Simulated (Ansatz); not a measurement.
Predict the output of the script below (Ansatz 0.2.0 through its Python package).

The script reads `tan.cif`:
```cif
data_TaN
_cell_length_a 3.081571
_cell_length_b 3.081571
_cell_length_c 3.081571
_cell_angle_alpha 60.00000
_cell_angle_beta 60.00000
_cell_angle_gamma 60.00000
_symmetry_space_group_name_H-M 'P 1'
_symmetry_Int_Tables_number 1
loop_
_symmetry_equiv_pos_as_xyz
'x, y, z'
loop_
_atom_site_label
_atom_site_type_symbol
_atom_site_fract_x
_atom_site_fract_y
_atom_site_fract_z
Ta1 Ta    0.500000    0.500000    0.500000
N2 N    0.000000    0.000000    0.000000
```

The script, `run_kconv.py`:
```python
"""k-point test for TaN."""

import logging
import sys
import warnings

import ansatz as az
from ase.io import read
import pandas as pd

logging.basicConfig(stream=sys.stdout, format="%(name)s: %(message)s")
log = logging.getLogger("calc")
log.setLevel(logging.INFO)


def main() -> None:
    warnings.simplefilter("ignore", az.DeckWarning)

    atoms = read("tan.cif")
    xtal = az.Crystal.from_ase(atoms)

    model = (
        xtal.calculation()
        .functional(az.Functional.PBE)
        .basis(420)
        .occupations("cold", width=0.1)
        .forces()
        .stress()
    )

    rows = []
    for value in [(3, 3, 3), (4, 4, 4), (5, 5, 5), (7, 7, 7), (9, 9, 9), (11, 11, 11)]:
        rep = model.kpoints(*value).run().report
        rows.append((value, rep["free_energy_ev"] / len(rep["lattice"]["sites"]), rep["n_iterations"], sum(rep["stress_gpa"][i][i] for i in range(3)) / 3, max(abs(f) for row in rep["forces_ev_ang"] for f in row), rep["n_kpoints"]))

    table = pd.DataFrame(rows, columns=["mesh", "F/atom (eV)", "iterations", "P (GPa)", "max component (eV/A)", "k-points"])
    print(table.round(5).to_string(index=False))

    # the last row is the reference
    for row in rows[:-1]:
        shift = 1000 * (row[1] - rows[-1][1])
        log.info(f"{row[0]}: {shift:+.2f} meV/atom" + ("  (within 2 meV)" if abs(shift) < 2 else ""))


if __name__ == "__main__":
    main()
```

```console
$ python run_kconv.py
        mesh  F/atom (eV)  iterations  P (GPa)  max component (eV/A)  k-points
   (3, 3, 3)  -5158.68777           5 21.10960                   0.0         4
   (4, 4, 4)  -5158.91267           6 15.73784                   0.0         8
   (5, 5, 5)  -5158.95714           5 13.95506                   0.0        10
   (7, 7, 7)  -5158.95146           5 14.35526                   0.0        20
   (9, 9, 9)  -5158.94114           5 14.45255                   0.0        35
(11, 11, 11)  -5158.93717           5 14.56295                   0.0        56
calc: (3, 3, 3): +249.40 meV/atom
calc: (4, 4, 4): +24.50 meV/atom
calc: (5, 5, 5): -19.96 meV/atom
calc: (7, 7, 7): -14.29 meV/atom
calc: (9, 9, 9): -3.97 meV/atom
```

Caveats:
- Spin is left out of this run.
- Forces vanish by symmetry here and test nothing.
- Pressure is positive in compression.
- Spin-orbit coupling, which matters for elements this heavy, is left out.
- At these settings the cell as given stands under about 15 GPa, so it isn't at this functional's equilibrium volume.
- The starting cell is as deposited in a crystallographic database; the results hold for this polymorph, which needn't be the stable one.
- Shifts are counted from the finest mesh, which is itself no proven limit.
- The whole script took 4.3 s on 1 thread of Intel(R) Xeon(R) Processor @ 2.30GHz, with other jobs on the host, peak memory 0.57 GiB.
